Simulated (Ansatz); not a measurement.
# FeB4: further runs on the relaxed cell

One table from this session's results is given with a row withheld; the runs are named, their logs left out.

Program: Ansatz 0.2.0. Level of theory: DFT PBEsol, scalar-relativistic, plane waves, PAW. These are calculated values, not measurements.

2 further runs of the same task are left out: 2 set aside as unsound or not needed.

## The system as given

It takes space group Pnnm (No. 58, orthorhombic). Conventional cell: a = 4.464 Å, b = 5.259 Å, c = 2.990 Å, α = 90.00°, β = 90.00°, γ = 90.00°. Fe (site symmetry 2/m) is surrounded by 12 B at 1.99 to 2.23 Å. B (site symmetry m) has 4 B at 1.70 to 1.87 Å and 3 Fe at 1.99 to 2.11 Å in its first shell of neighbours. Around B (site symmetry m) lie 5 B at 1.70 to 1.97 Å and 3 Fe at 2.09 to 2.23 Å.

Coordinates:

```cif
data_structure
_symmetry_space_group_name_H-M 'P 1'
_symmetry_Int_Tables_number 1
_cell_length_a 4.4641
_cell_length_b 5.2593
_cell_length_c 2.9902
_cell_angle_alpha 90.000
_cell_angle_beta 90.000
_cell_angle_gamma 90.000
_cell_volume 70.20
loop_
_atom_site_label
_atom_site_type_symbol
_atom_site_fract_x
_atom_site_fract_y
_atom_site_fract_z
_atom_site_occupancy
Fe1 Fe 0.00000 0.00000 0.00000 1
Fe2 Fe 0.50000 0.50000 0.50000 1
B1 B 0.25047 0.31257 0.00000 1
B2 B 0.74953 0.68743 0.00000 1
B3 B 0.75047 0.18743 0.50000 1
B4 B 0.24953 0.81257 0.50000 1
B5 B 0.33805 0.12669 0.50000 1
B6 B 0.66195 0.87331 0.50000 1
B7 B 0.83805 0.37331 0.00000 1
B8 B 0.16195 0.62669 0.00000 1
```

It is the result of an earlier relaxation at this level (volume 7.02 Å³/atom; gap on the mesh: none (metal)).

The first run:

input.yaml reads:

```yaml
crystal:
  lattice:
    - [4.464114716, 0.0, 0.0]
    - [0.0, 5.2593005279, 0.0]
    - [0.0, 0.0, 2.9902141358]
  atoms:
    - { symbol: Fe, position: [0.0, 0.0, 0.0] }
    - { symbol: Fe, position: [0.5, 0.5, 0.5] }
    - { symbol: B, position: [0.2504671653, 0.3125676128, 0.0] }
    - { symbol: B, position: [0.7495328347, 0.6874323872, 0.0] }
    - { symbol: B, position: [0.7504671653, 0.1874323872, 0.5] }
    - { symbol: B, position: [0.2495328347, 0.8125676128, 0.5] }
    - { symbol: B, position: [0.3380474054, 0.1266922547, 0.5] }
    - { symbol: B, position: [0.6619525946, 0.8733077453, 0.5] }
    - { symbol: B, position: [0.8380474054, 0.3733077453, 0.0] }
    - { symbol: B, position: [0.1619525946, 0.6266922547, 0.0] }
basis:
  ecutwfc: 420
kpoints:
  mp_grid: { grid: [8, 8, 12] }
  band_path:
    path:
      - [[0.0, 0.0, 0.0], [0.5, 0.0, 0.0], [0.5, 0.5, 0.0], [0.0, 0.5, 0.0], [0.0, 0.0, 0.0], [0.0, 0.0, 0.5], [0.5, 0.0, 0.5], [0.5, 0.5, 0.5], [0.0, 0.5, 0.5], [0.0, 0.0, 0.5]]
      - [[0.5, 0.0, 0.0], [0.5, 0.0, 0.5]]
      - [[0.0, 0.5, 0.0], [0.0, 0.5, 0.5]]
      - [[0.5, 0.5, 0.0], [0.5, 0.5, 0.5]]
    npoints: 14
hamiltonian:
  xc: pbesol
scf:
  occupations: { method: gaussian, width: 0.1 }
  n_extra_bands: 25
output:
  forces: true
  stress: true
  eigenvalues: true
  populations: true
  dos: { projected: true, de: 0.02, nscf_kmesh: { grid: [12, 12, 18] } }
  bader: true
```

Launch:

```bash
$ ansatz run input.yaml --threads 2 --pin off --max-ram 5120MiB --backend cpu --events-out ev --progress --plain --runs-dir out
```

Among the steps run: Static run: bands, density of states and charges; Point at V/V0 = 0.97; The cell scaled to 1.03 of its volume; The cell scaled to 0.94 of its volume; The cell scaled to 1.06 of its volume.

One of the session's tables, all rows but one given; the rest of the session is left out.

It belongs to the step «Energy against volume». 

```
volume (Å³/atom)  energy above the lowest point (meV/atom)  pressure (GPa)
           6.599                                      24.5           19.71
           6.810                                         ?               ?
           7.020                                       0.0            0.00
           7.231                                       5.3           -7.87
           7.442                                      20.3          -14.64
```

Q: Estimate the row for volume (Å³/atom) = 6.810 from the others.

Worked estimate for «energy above the lowest point (meV/atom)». A straight line through the neighbours (6.599, 24.5) and (7.020, 0.0) gives 24.5 + (0.0 − 24.5) × (6.810 − 6.599) / (7.020 − 6.599) = 12.2; a parabola fitted to 3 rows on both sides gives 6.4.

The run gave: energy above the lowest point (meV/atom): 5.8; pressure (GPa): 9.12. In «energy above the lowest point (meV/atom)» the line misses by +6.4 and the parabola by +0.6.

To keep in mind: Spin polarisation is off in the runs that give these values; a magnetic solution could lie lower.
